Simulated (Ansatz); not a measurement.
# Molecular dynamics of Be

input.yaml

```yaml
accuracy: low
crystal:
  lattice:
    - [7.197627, 0.0, 0.0]
    - [-3.598814, 6.233328, 0.0]
    - [0.0, 0.0, 7.519121]
  atoms:
    - { symbol: Be, position: [0.0, 0.0, 0.0] }
    - { symbol: Be, position: [0.1111111, 0.2222222, 0.25] }
    - { symbol: Be, position: [0.0, 0.0, 0.5] }
    - { symbol: Be, position: [0.1111111, 0.2222222, 0.75] }
    - { symbol: Be, position: [0.0, 0.3333333, 0.0] }
    - { symbol: Be, position: [0.1111111, 0.5555556, 0.25] }
    - { symbol: Be, position: [0.0, 0.3333333, 0.5] }
    - { symbol: Be, position: [0.1111111, 0.5555556, 0.75] }
    - { symbol: Be, position: [0.0, 0.6666667, 0.0] }
    - { symbol: Be, position: [0.1111111, 0.8888889, 0.25] }
    - { symbol: Be, position: [0.0, 0.6666667, 0.5] }
    - { symbol: Be, position: [0.1111111, 0.8888889, 0.75] }
    - { symbol: Be, position: [0.3333333, 0.0, 0.0] }
    - { symbol: Be, position: [0.4444444, 0.2222222, 0.25] }
    - { symbol: Be, position: [0.3333333, 0.0, 0.5] }
    - { symbol: Be, position: [0.4444444, 0.2222222, 0.75] }
    - { symbol: Be, position: [0.3333333, 0.3333333, 0.0] }
    - { symbol: Be, position: [0.4444444, 0.5555556, 0.25] }
    - { symbol: Be, position: [0.3333333, 0.3333333, 0.5] }
    - { symbol: Be, position: [0.4444444, 0.5555556, 0.75] }
    - { symbol: Be, position: [0.3333333, 0.6666667, 0.0] }
    - { symbol: Be, position: [0.4444444, 0.8888889, 0.25] }
    - { symbol: Be, position: [0.3333333, 0.6666667, 0.5] }
    - { symbol: Be, position: [0.4444444, 0.8888889, 0.75] }
    - { symbol: Be, position: [0.6666667, 0.0, 0.0] }
    - { symbol: Be, position: [0.7777778, 0.2222222, 0.25] }
    - { symbol: Be, position: [0.6666667, 0.0, 0.5] }
    - { symbol: Be, position: [0.7777778, 0.2222222, 0.75] }
    - { symbol: Be, position: [0.6666667, 0.3333333, 0.0] }
    - { symbol: Be, position: [0.7777778, 0.5555556, 0.25] }
    - { symbol: Be, position: [0.6666667, 0.3333333, 0.5] }
    - { symbol: Be, position: [0.7777778, 0.5555556, 0.75] }
    - { symbol: Be, position: [0.6666667, 0.6666667, 0.0] }
    - { symbol: Be, position: [0.7777778, 0.8888889, 0.25] }
    - { symbol: Be, position: [0.6666667, 0.6666667, 0.5] }
    - { symbol: Be, position: [0.7777778, 0.8888889, 0.75] }
basis:
  ecutwfc: 420.0
kpoints:
  mp_grid: { grid: [2, 2, 2] }
hamiltonian:
  xc: lda
scf:
  occupations: { method: fermi_dirac, width: 0.17 }
  lower_state_search: "off"
md:
  timestep: 1
  n_steps: 80
  ensemble: nvt_langevin
  temperature: 2000.0
  initial_velocities: maxwell_boltzmann
  seed: 469207
  friction: 0.02
```

Run as:

```bash
$ ansatz run input.yaml --threads 1 --pin off --max-ram 3072MiB --backend cpu --events-out ev --progress --plain --runs-dir out
```

It starts from a structure without forces on its atoms.

Output, in part (one step line in 3):

```
md step     0: t =     0.00 fs  T =  1944.4 K  F+E_penalty+E_count = -3170.93454423 eV  E_kin = 9.048200 eV  (6 SCF iters)
md step     3: t =     3.00 fs  T =  1679.3 K  F+E_penalty+E_count = -3170.53381757 eV  E_kin = 7.814293 eV  (6 SCF iters)
md step     6: t =     6.00 fs  T =  1405.4 K  F+E_penalty+E_count = -3169.51992719 eV  E_kin = 6.539687 eV  (5 SCF iters)
md step     9: t =     9.00 fs  T =  1164.5 K  F+E_penalty+E_count = -3168.03556066 eV  E_kin = 5.418783 eV  (5 SCF iters)
md step    12: t =    12.00 fs  T =   918.9 K  F+E_penalty+E_count = -3166.42358123 eV  E_kin = 4.276111 eV  (5 SCF iters)
md step    15: t =    15.00 fs  T =   862.9 K  F+E_penalty+E_count = -3165.20375640 eV  E_kin = 4.015581 eV  (5 SCF iters)
md step    18: t =    18.00 fs  T =   825.9 K  F+E_penalty+E_count = -3164.64999912 eV  E_kin = 3.843262 eV  (5 SCF iters)
md step    21: t =    21.00 fs  T =  1105.7 K  F+E_penalty+E_count = -3164.60764415 eV  E_kin = 5.145192 eV  (5 SCF iters)
md step    24: t =    24.00 fs  T =  1368.5 K  F+E_penalty+E_count = -3164.68936849 eV  E_kin = 6.368131 eV  (5 SCF iters)
md step    27: t =    27.00 fs  T =  1581.0 K  F+E_penalty+E_count = -3164.70188178 eV  E_kin = 7.356836 eV  (5 SCF iters)
md step    30: t =    30.00 fs  T =  1679.7 K  F+E_penalty+E_count = -3164.48616678 eV  E_kin = 7.816338 eV  (6 SCF iters)
md step    33: t =    33.00 fs  T =  1645.9 K  F+E_penalty+E_count = -3164.08236173 eV  E_kin = 7.658855 eV  (5 SCF iters)
md step    36: t =    36.00 fs  T =  1357.7 K  F+E_penalty+E_count = -3163.71855063 eV  E_kin = 6.317786 eV  (5 SCF iters)
md step    39: t =    39.00 fs  T =  1399.1 K  F+E_penalty+E_count = -3163.52850812 eV  E_kin = 6.510442 eV  (5 SCF iters)
md step    42: t =    42.00 fs  T =  1513.1 K  F+E_penalty+E_count = -3163.59848111 eV  E_kin = 7.041131 eV  (5 SCF iters)
md step    45: t =    45.00 fs  T =  1551.1 K  F+E_penalty+E_count = -3163.78627979 eV  E_kin = 7.217670 eV  (5 SCF iters)
md step    48: t =    48.00 fs  T =  1498.5 K  F+E_penalty+E_count = -3163.85370295 eV  E_kin = 6.973057 eV  (5 SCF iters)
md step    51: t =    51.00 fs  T =  1597.0 K  F+E_penalty+E_count = -3163.74102513 eV  E_kin = 7.431199 eV  (5 SCF iters)
md step    54: t =    54.00 fs  T =  1664.4 K  F+E_penalty+E_count = -3163.50485726 eV  E_kin = 7.745025 eV  (5 SCF iters)
md step    57: t =    57.00 fs  T =  1606.5 K  F+E_penalty+E_count = -3163.00717713 eV  E_kin = 7.475398 eV  (5 SCF iters)
md step    60: t =    60.00 fs  T =  1604.6 K  F+E_penalty+E_count = -3162.56413957 eV  E_kin = 7.466612 eV  (6 SCF iters)
md step    63: t =    63.00 fs  T =  1670.8 K  F+E_penalty+E_count = -3162.18202856 eV  E_kin = 7.774790 eV  (5 SCF iters)
md step    66: t =    66.00 fs  T =  1691.2 K  F+E_penalty+E_count = -3161.82846453 eV  E_kin = 7.869630 eV  (5 SCF iters)
md step    69: t =    69.00 fs  T =  1847.0 K  F+E_penalty+E_count = -3161.53464573 eV  E_kin = 8.594858 eV  (5 SCF iters)
md step    72: t =    72.00 fs  T =  1862.3 K  F+E_penalty+E_count = -3161.59978772 eV  E_kin = 8.665812 eV  (5 SCF iters)
md step    75: t =    75.00 fs  T =  1704.7 K  F+E_penalty+E_count = -3162.11317070 eV  E_kin = 7.932516 eV  (5 SCF iters)
md step    78: t =    78.00 fs  T =  1811.2 K  F+E_penalty+E_count = -3162.75340874 eV  E_kin = 8.428317 eV  (5 SCF iters)
md step    80: t =    80.00 fs  T =  1926.9 K  F+E_penalty+E_count = -3163.21990064 eV  E_kin = 8.966784 eV  (6 SCF iters)
```

All steps were run. The mean temperature of the second half is 17 % below the set value. A run of 0.08 ps of so small a system gives no equilibrium averages. Limits of this set-up: coarse k mesh, low accuracy level.

Mean squared displacements from the first frame to the last, about the centre of mass: Be 0.10 Å².

Last frame:

```xyz
36
Lattice="7.1976 0.0000 0.0000 -3.5988 6.2333 0.0000 0.0000 0.0000 7.5191" Properties=species:S:1:pos:R:3
Be 0.145 -0.134 -0.044
Be -0.038 1.447 2.353
Be 0.538 0.018 3.844
Be -0.140 1.143 5.603
Be -1.135 1.942 -0.196
Be -1.060 3.091 1.778
Be -1.202 2.110 3.692
Be -1.204 3.491 5.765
Be -2.099 4.136 0.295
Be -2.164 5.124 2.158
Be -2.013 4.278 3.838
Be -2.283 5.241 5.678
Be 2.289 -0.003 0.121
Be 2.479 1.691 1.987
Be 2.710 0.354 3.541
Be 2.589 1.413 5.766
Be 1.125 1.735 -0.050
Be 1.286 3.443 1.946
Be 1.359 1.769 3.773
Be 1.415 3.104 6.132
Be 0.136 3.697 0.401
Be -0.129 5.278 2.025
Be 0.269 3.895 3.947
Be 0.088 5.581 5.487
Be 4.649 -0.019 0.267
Be 4.786 1.288 2.070
Be 4.965 -0.232 3.846
Be 4.808 1.442 5.688
Be 3.741 1.975 -0.178
Be 3.706 3.359 2.118
Be 3.860 2.146 3.840
Be 3.338 3.508 5.662
Be 2.848 3.991 0.300
Be 2.479 5.501 2.193
Be 2.371 3.997 4.008
Be 2.390 5.294 6.011
```

The run took 8.9 min on 1 thread of Intel(R) Xeon(R) Platinum 8259CL CPU @ 2.50GHz (Skylake/Cascade Lake), on a shared host, peak memory 0.94 GiB.
